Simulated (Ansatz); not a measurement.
# AsF₃H₃In: a ladder of functionals and wavefunction methods

One table from this session's results is given with a row withheld; the runs are named, their logs left out.

Program: Ansatz 0.2.0, Gaussian basis. Level of theory: functionals in def2-TZVPP, the program's frozen cores in correlated methods. These are calculated values, not measurements.

Levels to be run: LDA (SPW92), PBE-D4, revPBE-D4, BLYP-D4, r2SCAN-D4, B97M-V, PBE0-D4, B3LYP-D4, r2SCANh-D4, r2SCAN0-D4, HSE06-D4, BHLYP-D4, CAM-B3LYP-D4, LC-ωPBE, ωB97X-V, ωB97M-V, B2PLYP, PBE-QIDH; CCSD(T)/def2-SVP; CCSD(T)/def2-TZVPP; MP2/def2-QZVPP; extrapolation to the limit; RPA on PBE.

## Structure used throughout

The geometry comes from an earlier relaxation with PBE0-D4 in a triple-zeta def2 set; it is a stationary point, not always the lowest conformer. In takes the def2 core potential; no spin-orbit term is included.

SMILES `[F][In-]([F])([F])[AsH3+]`, 8 atoms, charge 0, spin multiplicity 1.

Atoms are counted from 1 here; the program's logs count them from 0.

Bond lengths: F1–In2 1.944 Å, In2–F3 1.944 Å, In2–F4 1.944 Å, In2–As5 2.763 Å, As5–H6 1.502 Å, As5–H7 1.502 Å, As5–H8 1.502 Å. Angles: F1–In2–F3 117.9°, F1–In2–F4 117.9°, F1–In2–As5 98.8°, F3–In2–F4 117.8°, F3–In2–As5 98.0°, F4–In2–As5 98.6°, In2–As5–H6 118.5°, In2–As5–H7 118.3°, In2–As5–H8 117.9°, H6–As5–H7 99.4°, H6–As5–H8 99.4°, H7–As5–H8 99.4°.

Set-up of the first run:

in.yaml

```yaml
crystal:
  periodic: [false, false, false]
  atoms:
    - {symbol: F, position_ang: [-0.052529, -1.864281, 1.895724]}
    - {symbol: In, position_ang: [0.835427, -1.280213, 0.268310]}
    - {symbol: F, position_ang: [2.580665, -0.439862, 0.435524]}
    - {symbol: F, position_ang: [0.443913, -2.240088, -1.376080]}
    - {symbol: As, position_ang: [-0.645656, 1.000200, -0.224143]}
    - {symbol: H, position_ang: [-1.740576, 1.364995, 0.737793]}
    - {symbol: H, position_ang: [-1.411117, 1.088479, -1.513904]}
    - {symbol: H, position_ang: [0.081972, 2.313470, -0.278924]}
basis:
  gaussian: {orbitals: def2-TZVPP}
hamiltonian: {xc: lda}
output: {orbitals: {seedname: orbitals}}
```

Steps of the session up to this table: LDA; PBE-D4 (GGA); revPBE-D4 (GGA); BLYP-D4 (GGA); r2SCAN-D4 (meta-GGA); B97M-V (meta-GGA); PBE0-D4 (hybrid); B3LYP-D4 (hybrid); r2SCANh-D4 (hybrid); r2SCAN0-D4 (hybrid); HSE06-D4 (hybrid); BHLYP-D4 (hybrid); CAM-B3LYP-D4 (range-separated); LC-ωPBE-D4 (range-separated; the results give it without D4); ωB97X-V (range-separated); ωB97M-V (range-separated); B2PLYP (double hybrid); PBE-QIDH (double hybrid).

One table of the session follows, with a row left open; its other results are not shown here.

It belongs to the step «Frontier levels by functional». 

| functional | HOMO (eV) | LUMO (eV) | gap (eV) |
| --- | --- | --- | --- |
| LDA (SPW92) | -8.30 | -3.29 | 5.01 |
| PBE-D4 | -8.08 | -2.92 | 5.17 |
| revPBE-D4 | -8.00 | -2.77 | 5.23 |
| BLYP-D4 | -8.01 | -2.93 | 5.08 |
| r2SCAN-D4 | -8.48 | -2.63 | 5.84 |
| B97M-V | -8.56 | -2.73 | 5.83 |
| PBE0-D4 | -9.62 | -1.97 | 7.66 |
| B3LYP-D4 | -9.40 | -2.36 | 7.04 |
| r2SCANh-D4 | -9.06 | -2.30 | 6.76 |
| r2SCAN0-D4 | ? | ? | ? |
| HSE06-D4 | -9.23 | -2.34 | 6.89 |
| BHLYP-D4 | -10.95 | -1.11 | 9.84 |
| CAM-B3LYP-D4 | -10.98 | -1.06 | 9.92 |
| LC-ωPBE | -12.23 | 0.34 | 12.57 |
| ωB97X-V | -11.92 | 0.17 | 12.09 |
| ωB97M-V | -11.82 | -0.05 | 11.77 |

Estimate the missing values for r2SCAN0-D4.

Worked estimate for «HOMO (eV)». Against the share of exact exchange, r2SCAN-D4 (0, -8.48), r2SCANh-D4 (0.1, -9.06) give a slope of -5.80 per unit share; at 0.25 the line stands at -9.93.

The run gave: HOMO (eV): -9.89; LUMO (eV): -1.80; gap (eV): 8.09. In «HOMO (eV)» the line misses by -0.04.
